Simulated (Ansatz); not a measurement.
# Ta: the cost of one run

Computed with Ansatz 0.2.0 (DFT PBEsol, scalar-relativistic, unless a step's input says otherwise).

## (1) The system as given

It takes space group Im-3m (No. 229, cubic). The conventional cell has a = 3.303 Å, b = 3.303 Å, c = 3.303 Å, α = 90.00°, β = 90.00°, γ = 90.00°. Around Ta (site symmetry m-3m) lie 8 Ta at 2.86 Å.

Structure file:

```cif
data_structure
_symmetry_space_group_name_H-M 'P 1'
_symmetry_Int_Tables_number 1
_cell_length_a 2.8601
_cell_length_b 2.8601
_cell_length_c 2.8601
_cell_angle_alpha 109.471
_cell_angle_beta 109.471
_cell_angle_gamma 109.471
_cell_volume 18.01
loop_
_atom_site_label
_atom_site_type_symbol
_atom_site_fract_x
_atom_site_fract_y
_atom_site_fract_z
_atom_site_occupancy
Ta1 Ta 0.00000 0.00000 0.00000 1
```

Structure: COD 1541266, as refined from experiment and not relaxed.

## (2) Volume × 0.94, LAPW

Input file input.yaml:

```yaml
crystal:
  lattice:
    - [-1.6175709496, 1.6175709496, 1.6175709496]
    - [1.6175709496, -1.6175709496, 1.6175709496]
    - [1.6175709496, 1.6175709496, -1.6175709496]
  atoms:
    - { symbol: Ta, position: [0.0, 0.0, 0.0] }
kpoints:
  mp_grid: { grid: [15, 15, 15] }
  band_path:
    path:
      - [0.0, 0.0, 0.0]
      - [0.5, -0.5, 0.5]
      - [0.0, 0.0, 0.5]
      - [0.0, 0.0, 0.0]
      - [0.25, 0.25, 0.25]
      - [0.5, -0.5, 0.5]
      - [0.25, 0.25, 0.25]
      - [0.0, 0.0, 0.5]
    npoints: 5
scf:
  occupations: { method: fermi_dirac, width: 0.05 }
hamiltonian:
  xc: pbesol
  pseudopotentials: { kind: all_electron, lapw: { basis_error: 0.00025 } }
output:
  forces: true
  stress: true
  eigenvalues: true
```

Started as:

```sh
$ ansatz run input.yaml --threads 1 --pin off --max-ram 3072MiB --backend cpu --events-out ev --progress --plain --runs-dir out
```

What time and memory should one allow on 1 thread of Intel Xeon Platinum 8488C (Sapphire Rapids), shared host?

About 17 s, with a peak of 0.45 GiB.
